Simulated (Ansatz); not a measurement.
# CdH2 (fluorite type): Wannier functions and tight-binding models

Aim: build maximally localised Wannier functions for CdH2 (fluorite type) from several sets of trial orbitals, and check spreads and centres, and how well the models interpolate the bands. The runs, in order: PBE, anion s p, 6×6×6; PBE, anion s p, 4×4×4; PBE, anion s p, 8×8×8; PBE, all s p, disentangled, 6×6×6; PBE, metal d and anion p, 6×6×6; r2SCAN, anion s p, 6×6×6; r2SCAN, all s p, disentangled, 6×6×6; r2SCAN, metal d and anion p, 6×6×6 (level, trial orbitals, Wannier mesh).

Method: plane waves, PAW, in Ansatz 0.2.0.

2 further runs of the same task are left out: 2 that didn't finish. Runs told in other sessions of the task aren't counted.

## (1) Starting point

It takes space group Fm-3m (No. 225, cubic). Conventional cell: a = 5.054 Å, b = 5.054 Å, c = 5.054 Å, α = 90.00°, β = 90.00°, γ = 90.00°. Cd (site symmetry m-3m) has 8 H at 2.19 Å in its first shell of neighbours. H (site symmetry -43m) is surrounded by 4 Cd at 2.19 Å.

Coordinates:

```xyz
3
Lattice="0.0000 2.5272 2.5272 2.5272 0.0000 2.5272 2.5272 2.5272 0.0000" Properties=species:S:1:pos:R:3 pbc="T T T"
Cd    0.0000    0.0000    0.0000
H     1.2636    1.2636    1.2636
H     3.7908    3.7908    3.7908
```

Cell and atoms come from an earlier r2SCAN relaxation.

## (2) PBE, anion s p, 6×6×6

Input file input.yaml:

```yaml
crystal:
  lattice:
    - [0.0, 2.5271675656, 2.5271675656]
    - [2.5271675656, 0.0, 2.5271675656]
    - [2.5271675656, 2.5271675656, 0.0]
  atoms:
    - { symbol: Cd, position: [0.0, 0.0, 0.0] }
    - { symbol: H, position: [0.25, 0.25, 0.25] }
    - { symbol: H, position: [0.75, 0.75, 0.75] }
kpoints:
  mp_grid: { grid: [8, 8, 8] }
  band_path:
    path:
      - [[0.0, 0.0, 0.0], [0.5, 4.763362980664e-34, 0.5], [0.625, 0.25, 0.625]]
      - [[0.375, 0.375, 0.75], [0.0, 0.0, 0.0], [0.5, 0.5, 0.5], [0.5, 0.25, 0.75], [0.5, 4.763362980664e-34, 0.5]]
    npoints: 10
hamiltonian:
  xc: pbe
scf:
  occupations: { method: fermi_dirac, width: 0.02 }
  n_extra_bands: 6
output:
  forces: false
  stress: false
  eigenvalues: true
  wannier:
    kmesh: [6, 6, 6]
    projections: [{ species: H, l: s, shell: 1 }]
    minimise: true
    write_hr: true
    conv_tol: 1.0e-08
    max_iter: 3000
```

Command:

```console
> ansatz run input.yaml --threads 4 --pin off --max-ram 3686MiB --backend cpu --events-out ev --progress --plain --runs-dir out
```

Further steps of the session: PBE, anion s p, 4×4×4; PBE, anion s p, 8×8×8; PBE, all s p, disentangled, 6×6×6; PBE, metal d and anion p, 6×6×6; r2SCAN, anion s p, 6×6×6; r2SCAN, all s p, disentangled, 6×6×6; r2SCAN, metal d and anion p, 6×6×6.

**Question.** What will the summary of the whole plan be? Wanted: total spread, PBE, anion s p, 6×6×6; total spread, PBE, anion s p, 4×4×4; total spread, PBE, anion s p, 8×8×8; total spread, PBE, all s p, disentangled, 6×6×6; total spread, PBE, metal d and anion p, 6×6×6; total spread, r2SCAN, anion s p, 6×6×6; total spread, r2SCAN, all s p, disentangled, 6×6×6; total spread, r2SCAN, metal d and anion p, 6×6×6; centres of the first set.

As calculated:

| quantity | value |
| --- | --- |
| total spread, PBE, anion s p, 6×6×6 | 5.70 Å² over 2 functions |
| total spread, PBE, anion s p, 4×4×4 | 4.57 Å² over 2 functions |
| total spread, PBE, anion s p, 8×8×8 | 6.53 Å² over 2 functions |
| total spread, PBE, all s p, disentangled, 6×6×6 | 14.54 Å² over 6 functions |
| total spread, PBE, metal d and anion p, 6×6×6 | 4.53 Å² over 5 functions |
| total spread, r2SCAN, anion s p, 6×6×6 | 5.30 Å² over 2 functions |
| total spread, r2SCAN, all s p, disentangled, 6×6×6 | 14.51 Å² over 6 functions |
| total spread, r2SCAN, metal d and anion p, 6×6×6 | 4.33 Å² over 5 functions |
| centres of the first set | on atoms |

With PBE, anion s p, 6×6×6 the 2 functions stay on atoms, with a mean spread of 2.85 Å²; 99 % of the total is gauge invariant. The total spread goes from 4.57 Å² on 4×4×4 to 6.53 Å² on 8×8×8: finite differences in k understate it on coarse meshes, while the largest miss of a band goes from 0.23 to 0.19 eV. On one set and mesh the functional gives 5.70 (PBE), 5.30 (r2SCAN) Å². The disentangled models miss some band by up to 3.0 eV, which may lie outside their frozen windows.
